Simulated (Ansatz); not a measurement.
# GeH6Si: the cost of one run

Method: Hartree-Fock/cc-pVDZ; program: Ansatz 0.2.0, Gaussian basis.

1 further run of the same task is left out (it didn't finish).

**1. The system as given**

The start, a first-order saddle point found at PBE0-D4 in triple zeta: 8 atoms, charge 0, spin multiplicity 1.

Atoms are counted from 1 here; the program's logs count them from 0.

Bond lengths: Ge1–H2 1.703 Å, Ge1–Si3 2.709 Å, Ge1–H4 1.607 Å, Ge1–H5 1.591 Å, H2–Si3 1.665 Å, Si3–H6 1.489 Å, Si3–H7 1.478 Å, Si3–H8 1.481 Å. Angles: H2–Ge1–Si3 36.0°, H2–Ge1–H4 85.9°, H2–Ge1–H5 88.5°, Si3–Ge1–H4 56.1°, Si3–Ge1–H5 71.7°, H4–Ge1–H5 91.7°, Ge1–H2–Si3 107.1°, Ge1–Si3–H2 36.9°, Ge1–Si3–H6 120.2°, Ge1–Si3–H7 100.4°, Ge1–Si3–H8 107.9°, H2–Si3–H6 90.7°, H2–Si3–H7 134.0°, H2–Si3–H8 100.9°, H6–Si3–H7 107.4°, H6–Si3–H8 109.0°, H7–Si3–H8 111.7°.

As a file:

| atom | x (Å) | y (Å) | z (Å) |
| --- | --- | --- | --- |
| Ge1 | -1.0768 | 0.2247 | 1.5358 |
| H2 | -0.8237 | -0.8698 | 0.2559 |
| Si3 | 0.3295 | -0.1986 | -0.7405 |
| H4 | -0.7372 | 1.3746 | 0.4661 |
| H5 | 0.4586 | 0.0647 | 1.9208 |
| H6 | 0.8838 | -1.5484 | -1.0386 |
| H7 | 1.4737 | 0.7106 | -0.5195 |
| H8 | -0.5078 | 0.2422 | -1.8801 |

**2. Dynamics**

Contents of md/in.yaml:

```yaml
crystal:
  periodic: [false, false, false]
  atoms:
    - {symbol: Ge, position_ang: [-1.076753, 0.224736, 1.535815]}
    - {symbol: H, position_ang: [-0.823736, -0.869842, 0.255853]}
    - {symbol: Si, position_ang: [0.329482, -0.198639, -0.740452]}
    - {symbol: H, position_ang: [-0.737235, 1.374631, 0.466064]}
    - {symbol: H, position_ang: [0.458620, 0.064739, 1.920832]}
    - {symbol: H, position_ang: [0.883758, -1.548418, -1.038630]}
    - {symbol: H, position_ang: [1.473732, 0.710607, -0.519481]}
    - {symbol: H, position_ang: [-0.507768, 0.242185, -1.880101]}
basis:
  gaussian: {orbitals: cc-pVDZ}
hamiltonian: {xc: hf}
md: {n_steps: 30, timestep: 0.75, temperature: 300, ensemble: nvt_nose_hoover, seed: 660, initial_velocities: maxwell_boltzmann}
```

Command:

```sh
ansatz run in.yaml --threads 2 --pin off --events-out ev --progress --plain --max-ram 4352MiB
```

**Question.** How long does this run take on 2 threads of Arm Neoverse V2, shared host?

About 25 s.
